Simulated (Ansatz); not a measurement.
# H4Sn: the cost of one run

Program: Ansatz 0.2.0. Level of theory: RKS PBE0-D4/def2-SVPD. These are calculated values, not measurements.

## Step 1: The structure to begin with

Bond lengths: Sn1–H2 1.740 Å, Sn1–H3 1.740 Å, Sn1–H4 1.739 Å, Sn1–H5 1.739 Å. Angles: H2–Sn1–H3 109.4°, H2–Sn1–H4 109.5°, H2–Sn1–H5 109.5°, H3–Sn1–H4 109.5°, H3–Sn1–H5 109.5°, H4–Sn1–H5 109.5°.

Coordinates:

```xyz
5

Sn    0.0000    0.0000    0.0000
H     0.0000    0.0000    1.7400
H     1.6408    0.0000   -0.5794
H    -0.8195    1.4198   -0.5794
H    -0.8195   -1.4198   -0.5794
```

## Step 2: Relaxing the start

input.yaml

```yaml
crystal:
  periodic: [false, false, false]
  atoms:
    - { symbol: Sn, position_ang: [0.0, 0.0, 0.0] }
    - { symbol: H, position_ang: [0.0, 0.0, 1.74] }
    - { symbol: H, position_ang: [1.6408, 0.0, -0.5794] }
    - { symbol: H, position_ang: [-0.8195, 1.4198, -0.5794] }
    - { symbol: H, position_ang: [-0.8195, -1.4198, -0.5794] }
basis:
  gaussian: { orbitals: def2-SVPD }
hamiltonian:
  xc: pbe0
  dispersion: d4
relax:
  f_tol: 0.02
  max_steps: 40
output:
  orbitals: {}
```

Run with:

```sh
$ ansatz run input.yaml --threads 1 --pin off --max-ram 2048MiB --backend cpu --events-out ev --progress --plain --runs-dir out
```

Q: Estimate wall time and peak memory on 1 thread of Arm Neoverse V1, shared host.

About 7 s, with a peak of 0.12 GiB.
